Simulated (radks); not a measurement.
# Tl inside a hard spherical wall

What does compression do to the levels of Tl? A hard sphere of shrinking radius stands in for pressure; the configuration is held at [Hg] 6p1.

Program: radks (a radial shooting solver on a logarithmic mesh, Libxc functionals) version 1. Level of theory: scalar-relativistic Kohn-Sham, PBE, spin-polarised, spherical densities, finite nucleus; open shells are filled with parallel spins first. These are calculated values, not measurements, unless marked.

## Step 1: Starting point

* element: thallium (Z = 81)
* charge: 0
* electrons: 81
* configuration: [Hg] 6p1
* nuclear rms radius: 5.4759 fm

The outer shells:

Tl
```
[Hg] core
6p [↑ ][  ][  ]
```

## Step 2: The free atom

Settings of this run:

```text
Z 81
configuration [Hg] 6p1 7s0 5f0 6d0
relativity scalar-relativistic
functional pbe,pbe
spin polarised
nucleus finite rms 5.4759 fm
c 137.035999084
```

## Step 3: Wall at 15 bohr

Changes since step 2:

```diff
@@ -6,2 +6,3 @@
 nucleus finite rms 5.4759 fm
+wall 15 bohr
 c 137.035999084
```

## Step 4: Wall at 12 bohr

Changes since step 3:

```diff
@@ -6,3 +6,3 @@
 nucleus finite rms 5.4759 fm
-wall 15 bohr
+wall 12 bohr
 c 137.035999084
```

## Step 5: Wall at 10 bohr

Changes since step 4:

```diff
@@ -6,3 +6,3 @@
 nucleus finite rms 5.4759 fm
-wall 12 bohr
+wall 10 bohr
 c 137.035999084
```

## Step 6: Wall at 8 bohr

Changes since step 5:

```diff
@@ -6,3 +6,3 @@
 nucleus finite rms 5.4759 fm
-wall 10 bohr
+wall 8 bohr
 c 137.035999084
```

## Step 7: Wall at 7 bohr

Changes since step 6:

```diff
@@ -6,3 +6,3 @@
 nucleus finite rms 5.4759 fm
-wall 8 bohr
+wall 7 bohr
 c 137.035999084
```

## Step 8: Wall at 5 bohr

Changes since step 7:

```diff
@@ -6,3 +6,3 @@
 nucleus finite rms 5.4759 fm
-wall 7 bohr
+wall 5 bohr
 c 137.035999084
```

## Step 9: Wall at 3.5 bohr

Changes since step 8:

```diff
@@ -6,3 +6,3 @@
 nucleus finite rms 5.4759 fm
-wall 5 bohr
+wall 3.5 bohr
 c 137.035999084
```

## Step 10: Wall at 2 bohr

Changes since step 9:

```diff
@@ -6,3 +6,3 @@
 nucleus finite rms 5.4759 fm
-wall 3.5 bohr
+wall 2 bohr
 c 137.035999084
```

**Question.** What will these runs give? Wanted: for each run, R; E − E(free); ε(6p); ε(7s, empty); ε(6d, empty); ε(5f, empty); pressure.

As calculated:

| R (bohr) | E − E(free) (eV) | ε(6p) (eV) | ε(7s, empty) (eV) | ε(6d, empty) (eV) | ε(5f, empty) (eV) | pressure (GPa) |
| --- | --- | --- | --- | --- | --- | --- |
| free | 0.000 | -2.615 | - | - | - | 0 |
| 15 | 0.001 | -2.612 | -0.457 | 0.796 | 2.055 | 0.000189 |
| 12 | 0.007 | -2.586 | -0.126 | 1.309 | 3.152 | 0.00367 |
| 10 | 0.039 | -2.503 | 0.537 | 2.042 | 4.547 | 0.0272 |
| 8 | 0.202 | -2.192 | 2.363 | 3.593 | 7.089 | 0.231 |
| 7 | 0.486 | -1.776 | 4.435 | 5.092 | 9.182 | 0.773 |
| 5 | 3.716 | 1.299 | 16.811 | 12.869 | 17.288 | 14.8 |
| 3.5 | 27.433 | 14.284 | 57.714 | 36.821 | 33.858 | 297 |
| 2 | 475.03 | 139.31 | 340.15 | 200.48 | 115.86 | 24365 |

What this shows: Eigenvalues are for spin up. At the tightest wall, 2 bohr, the energy stands 475.03 eV above the free atom and the pressure, −dE/dV, is 24365 GPa. Of the levels in the table that exist at both ends, 6p rises most from the free atom (141.92 eV). From R = 5 bohr inwards the highest occupied level lies above zero, pushed up by confinement. Shells are not refilled when levels cross, and a hard wall is a model, not a crystal.
